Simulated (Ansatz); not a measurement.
GdO:

```
Gd O
1.0
     0.00000    2.70000    2.70000
     2.70000    0.00000    2.70000
     2.70000    2.70000    0.00000
Gd O
1 1
Direct
  0.00000 0.00000 0.00000
  0.75000 0.75000 0.75000
```

Base run:

```yaml
Program: Ansatz 0.2.0
Functional: PBEsol
Potentials_or_basis: Ansatz PAW
Cutoff: "420 eV (not typed: the program's choice for these potentials)"
k_mesh: 9 × 9 × 9
Occupations: fermi-dirac, width 0.05 eV
Spin: collinear spin, ferromagnetic start
Starting_moments: "[7.0, 0.0] μB"
Hubbard_terms: Gd f U = 5 eV
```

Its results: band gap on the k mesh none (metal or under the smearing width); pressure -4.1 GPa; net moment 7.91 μB per cell; site moments Gd +7.01; O +0.01 μB.

The run is repeated on the same cell with these changes: hubbard terms from Gd f U = 5 eV to Gd f U = 1 eV. What comes out?

Band gap on the k mesh none (metal or under the smearing width); pressure -4.5 GPa; net moment 7.68 μB per cell; site moments Gd +6.90; O -0.00 μB.

Caveats: the magnetic or orbital state may not be the lowest; spin-orbit coupling is left out, which moves the levels of the heavy elements; a cell with one magnetic atom can't hold antiferromagnetic order, which such compounds often take; the PAW data sets come from PBE, with cores solved anew for the run's functional, which leaves a small shift of forces and pressure.
